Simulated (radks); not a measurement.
# Cd¹²⁺ in [Kr]: an all-electron calculation

The task here is to estimate one member of a computed series from the others.

Method: Dirac Kohn-Sham, LDA (Slater exchange, Perdew-Wang correlation), spin-unpolarised, spherical densities, point nucleus. Code: radks (a radial shooting solver on a logarithmic mesh, Libxc functionals) version 1.

**The system**

| Property | Result |
| --- | --- |
| element | cadmium (Z = 48) |
| charge | +12 |
| electrons | 36 |
| configuration | [Kr] |

Outer shells as boxes (Hund's rule):

Cd¹²⁺
```
[Ar] core
3d [↑↓][↑↓][↑↓][↑↓][↑↓]
4s [↑↓]
4p [↑↓][↑↓][↑↓]
```

Set-up of the first run:

The run's settings:

```text
Z 48
configuration [Kr]
relativity Dirac
functional lda,pw
spin unpolarised
j_filling energy
nucleus point
c 137.035999084
```

Run with:

```bash
> python run_ks.py task.json out
```

All runs below come from this command, one after another.

Steps of the session up to this table: Self-consistent calculation.

One table of the session follows, with a row left open; its other results are not shown here.

It belongs to the step «Shells». Radial moments (bohr):

```
level      <r>  outermost maximum (interpolated)  90 % within  nodes
1s1/2  0.03043                            0.0197       0.0546      0
2s1/2   0.1314                             0.111        0.203      1
2p1/2   0.1112                            0.0860        0.182      0
2p3/2        ?                                 ?            ?      ?
3s1/2   0.3572                             0.324        0.526      2
3p1/2   0.3480                             0.310        0.524      1
3p3/2   0.3589                             0.320        0.539      1
3d3/2   0.3297                             0.262        0.521      0
3d5/2   0.3332                             0.265        0.525      0
4s1/2   0.8150                             0.768         1.16      3
4p1/2   0.8426                             0.788         1.21      2
4p3/2   0.8624                             0.808         1.24      2
```

Q: Estimate the row for 2p3/2 from the others.

**Answer.** <r>: 0.1164; outermost maximum (interpolated): 0.0903; 90 % within: 0.189; nodes: 0. In the column «<r>» it lies between 2p1/2 (0.1112) and 2s1/2 (0.1314).
